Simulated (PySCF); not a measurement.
# C6H5Cl2F: the cost of one run

Programs: PySCF 2.14.0, with routines of our own; each step states its level. All values are computed. Atoms count from 0.

### 1 The starting structure

14 atoms, charge 0, multiplicity 1; geometry from: GFN2-xTB.

### 2 Vibronic structure: TDDFT HF/def2-SVP

Job settings and geometry (Å):

```
{"job": {"kind": "vib", "xc": "HF", "basis": "def2-SVP", "tda": false}, "charge": 0, "multiplicity": 1}
F      1.720632    -1.980523    -0.805387
C      0.970965    -0.917500    -0.462896
C      1.508232     0.261529    -0.136452
Cl     3.212993     0.533333    -0.095816
C      0.641661     1.374089     0.205920
C     -0.649190     1.153733     0.462521
Cl    -1.701642     2.434917     0.917855
C     -1.241891    -0.225285     0.451536
C     -0.511993    -1.118828    -0.551723
H      1.080751     2.355874     0.261118
H     -2.303244    -0.180421     0.208292
H     -1.152081    -0.639785     1.461819
H     -0.833829    -0.882844    -1.572475
H     -0.742043    -2.168763    -0.366478
```

Level: TDDFT HF/def2-SVP vertical-gradient vibronic structure (displaced harmonic oscillators, Condon), gas phase.

Run with:

```bash
$ OMP_NUM_THREADS=1 python excited_run.py task.json out
```

This one command runs all jobs of the session in turn.

Q: Estimate the wall time and peak memory of this first job on 1 thread of Arm Neoverse N1, shared host.

About 55 s, with a peak of 0.86 GiB.
